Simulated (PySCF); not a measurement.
# C2H3BCl2 (BCl2(vinyl)): the cost of one run

Computed with PySCF 2.14.0, with density-fitted response routines of our own, on a single molecule in the gas phase. Atoms count from 0, in the outputs and in this text.

**1. The molecule as given**

8 atoms, charge 0, multiplicity 1; geometry from: GFN2-xTB. The atoms were then displaced at random by about 0.03 Å, so the start is not that level's minimum.

Bonds of the start (Å): B0–Cl1 1.69, B0–Cl2 1.80, B0–C3 1.46, C3–C4 1.41, C3–H5 1.04, C4–H6 1.09, C4–H7 1.03.

**2. Relaxing the molecule at PBE0-D3(BJ)/def2-SVP**

Job settings and geometry (Å):

```
{"job": {"xc": "PBE0", "basis": "def2-SVP", "d3": "d3bj", "grid": 1, "maxiter": 40, "shake": 0.03, "kind": "geom"}, "charge": 0, "multiplicity": 1}
B      0.762730     0.880690    -0.358090
Cl     1.969270     1.279370    -1.472210
Cl     0.033620     2.237220     0.572150
C      0.212040    -0.468910    -0.278320
C     -0.871430    -0.850130     0.537240
H      0.514050    -1.223640    -0.924880
H     -1.280960    -0.120630     1.241250
H     -1.201080    -1.819620     0.599140
```

On the command line:

```console
$ OMP_NUM_THREADS=1 python probes_run.py task.json out
```

One launch serves the whole session: the jobs run in the order shown.

**Question.** How long does this first job take on 1 thread of Intel Xeon at 2.50GHz, shared host, and how much memory does it need?

About 51 s, with a peak of 0.36 GiB.
